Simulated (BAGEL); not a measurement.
# TlCl (SMILES [Cl][Tl]), step by step

Wanted: a single-point energy (HF/ANO-RCC-MB), then the energy (CASSCF(2,2)/ANO-RCC-MB) of TlCl. 

Program for the calculation: BAGEL 1.2.2.

7 further runs of the same task are left out: 3 that didn't finish, 4 set aside as unsound or not needed.

## 1. The molecule

The species is TlCl (2 atoms), meant as a singlet with charge 0. SMILES: `[Cl][Tl]`. The Cl1–Tl2 distance was set to 2.236 Å, away from the relaxed value.

Bond lengths: Cl1–Tl2 2.236 Å.

## 2. A single-point energy at HF/ANO-RCC-MB (DKH2, density fitting with AutoAux, Cartesian functions) (run 1)

The input, hf.json:

```json
{ "bagel": [

{
  "title": "molecule",
  "basis": "ano-rcc-mb.json",
  "df_basis": "ano-rcc-mb-autoaux.json",
  "angstrom": true,
  "cartesian": true,
  "dkh": true,
  "geometry": [
    { "atom": "Cl", "xyz": [    0.000000,    0.000000,    0.248526 ] },
    { "atom": "Tl", "xyz": [    0.000000,    0.000000,    2.484826 ] }
  ]
},
{
  "title": "hf"
},
{
  "title": "print",
  "file": "orbitals.molden",
  "orbitals": true
}

]}
```

The basis set ANO-RCC-MB is read from a file made from the Basis Set Exchange's data (not shown).

Started as:

```bash
$ BAGEL_NUM_THREADS=1 BAGEL hf.json > hf.out
```

What it wrote:

```text
* using 1 threads per process

  ===============================================================
  ===============================================================

  Cartesian basis functions are used
  *** Geometry ***

  { "atom" : "Cl", "xyz" : [      0.000000,      0.000000,      0.469646 ] },
  { "atom" : "Tl", "xyz" : [      0.000000,      0.000000,      4.695641 ] },

  Number of auxiliary basis functions:     1169

  Since a DF basis is specified, we compute 2- and 3-index integrals:
    o Being stored without compression. Storage requirement is 0.031 GB

  Number of basis functions:       58
  Number of electrons      :       98

    * METHOD: MOLECULE                             1.26

  *** RHF ***

  === Nuclear Repulsion ===
   325.8404592821

      * DIIS with orbital gradients will be used.

  === RHF iteration (ano-rcc-mb.json) ===
      0     -20561.62499875          0.14284496           0.33
      1     -20598.79598850          0.07253292           0.31
      2     -20681.30671955          0.03603450           0.31
      3     -20686.10588472          0.01557587           0.30
      4     -20686.45901444          0.00994710           0.31
      5     -20686.57257318          0.00530711           0.31
      6     -20686.60639520          0.00032957           0.31
      7     -20686.60658341          0.00006045           0.31
      8     -20686.60659340          0.00001371           0.31
      9     -20686.60659421          0.00000242           0.30
     10     -20686.60659423          0.00000040           0.31
     11     -20686.60659422          0.00000003           0.31
     12     -20686.60659423          0.00000000           0.30
    * SCF iteration converged.

    * Permanent dipole moment:
           (   -0.000000,     0.000000,    -1.229251) a.u.

    * METHOD: HF                                   4.35

    * METHOD: PRINT                                0.01

  ===============================================================
```

Wall time 6 s (1 thread of AMD EPYC 9R14 (Zen 4), shared host); peak memory 0.22 GiB.

## 3. The energy at CASSCF(2,2)/ANO-RCC-MB (DKH2, density fitting with AutoAux, Cartesian functions, 2 states averaged) (run 2)

The input, job.json:

```json
{ "bagel" : [

{
  "title" : "molecule",
  "basis" : "ano-rcc-mb.json",
  "df_basis" : "ano-rcc-mb-autoaux.json",
  "angstrom" : "true",
  "cartesian" : "true",
  "dkh" : "true",
  "geometry" : [
    { "atom" : "Cl", "xyz" : [    0.000000,    0.000000,    0.248526 ] },
    { "atom" : "Tl", "xyz" : [    0.000000,    0.000000,    2.484826 ] }
  ]
},
{
  "title" : "hf"
},
{
  "title" : "casscf",
  "nstate" : 2,
  "nact" : 2,
  "nclosed" : 48,
  "nspin" : 0,
  "active" : [46, 52],
  "maxiter" : 200,
  "fci_algorithm" : "knowles",
  "natocc" : "true"
},
{
  "title" : "print",
  "file" : "orbitals.molden",
  "orbitals" : "true"
}

]}
```

The basis set ANO-RCC-MB is read from a file made from the Basis Set Exchange's data (not shown).

Started as:

```bash
$ BAGEL_NUM_THREADS=1 BAGEL job.json > job.out
```

What it wrote:

```text
* using 1 threads per process

  ===============================================================
  ===============================================================

  Cartesian basis functions are used
  *** Geometry ***

  { "atom" : "Cl", "xyz" : [      0.000000,      0.000000,      0.469646 ] },
  { "atom" : "Tl", "xyz" : [      0.000000,      0.000000,      4.695641 ] },

  Number of auxiliary basis functions:     1169

  Since a DF basis is specified, we compute 2- and 3-index integrals:
    o Being stored without compression. Storage requirement is 0.031 GB

  Number of basis functions:       58
  Number of electrons      :       98

    * METHOD: MOLECULE                             1.26

  *** RHF ***

  === Nuclear Repulsion ===
   325.8404592821

      * DIIS with orbital gradients will be used.

  === RHF iteration (ano-rcc-mb.json) ===
      0     -20561.62499875          0.14284496           0.32
      1     -20598.79598850          0.07253292           0.32
      2     -20681.30671955          0.03603450           0.30
      3     -20686.10588472          0.01557587           0.30
      4     -20686.45901444          0.00994710           0.30
      5     -20686.57257318          0.00530711           0.30
      6     -20686.60639520          0.00032957           0.30
      7     -20686.60658341          0.00006045           0.30
      8     -20686.60659340          0.00001371           0.31
      9     -20686.60659421          0.00000242           0.31
     10     -20686.60659423          0.00000040           0.30
     11     -20686.60659422          0.00000003           0.31
     12     -20686.60659423          0.00000000           0.30
    * SCF iteration converged.

    * Permanent dipole moment:
           (   -0.000000,     0.000000,    -1.229251) a.u.

    * METHOD: HF                                   4.32

  ---------------------------
      CASSCF calculation
  ---------------------------

    ==== Active orbitals : =====
         Orbital 46
         Orbital 52
    ============================

    * nstate   :      2
    * nclosed  :     48
    * nact     :      2
    * nvirt    :      8
  === CASSCF iteration (ano-rcc-mb.json) ===

    * Using the second-order algorithm

      0  0    -20686.60746834     3.68e-03      0.09
      0  1    -20686.11474276     0.00e+00      0.09

      1  0    -20686.60658891     1.88e-04      1.00
      1  1    -20686.11780104     0.00e+00      1.00

      2  0    -20686.60654568     1.46e-06      0.93
      2  1    -20686.11784793     0.00e+00      0.93

      3  0    -20686.60654503     8.94e-09      0.98
      3  1    -20686.11784858     0.00e+00      0.98

    * Second-order optimization converged. *

     guess   0:   closed 1.                   open ..
     guess   1:   closed ..                   open 11

  === FCI iteration ===

      0  0    -20686.60578143     1.36e-02      0.00
      0  1    -20686.11784856     5.38e-05      0.00

      1  0 *  -20686.60654503     2.22e-16      0.00
      1  1 *  -20686.11784858     1.66e-16      0.00

     * ci vector, state   0, <S^2> = 0.0000
       2.     0.9995709619

     * ci vector, state   1, <S^2> = 0.0000
       ab    -0.7070838626
       ba    -0.7070838626

    * METHOD: CASSCF                               4.10

    * METHOD: PRINT                                0.01

  ===============================================================
```

Run time: 10 s. Hardware: 1 thread of AMD EPYC 9R14 (Zen 4), shared host; peak memory 0.26 GiB.

## 4. Outcome

| quantity | value |
| --- | --- |
| run 1, HF/ANO-RCC-MB: total energy | -20686.60659 Eh |
| run 1, HF/ANO-RCC-MB: dipole moment | 3.12 D |
| run 1, HF/ANO-RCC-MB: HOMO energy | -9.18 eV |
| run 1, HF/ANO-RCC-MB: LUMO energy | 1.13 eV |
| run 1, HF/ANO-RCC-MB: HOMO–LUMO gap | 10.31 eV |
| run 2, CASSCF(2,2)/ANO-RCC-MB: energy of the lowest of 2 roots | -20686.60655 Eh |
| run 2, CASSCF(2,2)/ANO-RCC-MB: lowest excitation energy within this active space | 13.30 eV |

In words: The orbitals (run 2, CASSCF(2,2)/ANO-RCC-MB) are averaged over several states, so each root lies above its own optimum (it can stand above Hartree-Fock), and forces and dipoles share that bias. Excitation energies in a minimal basis are rough.
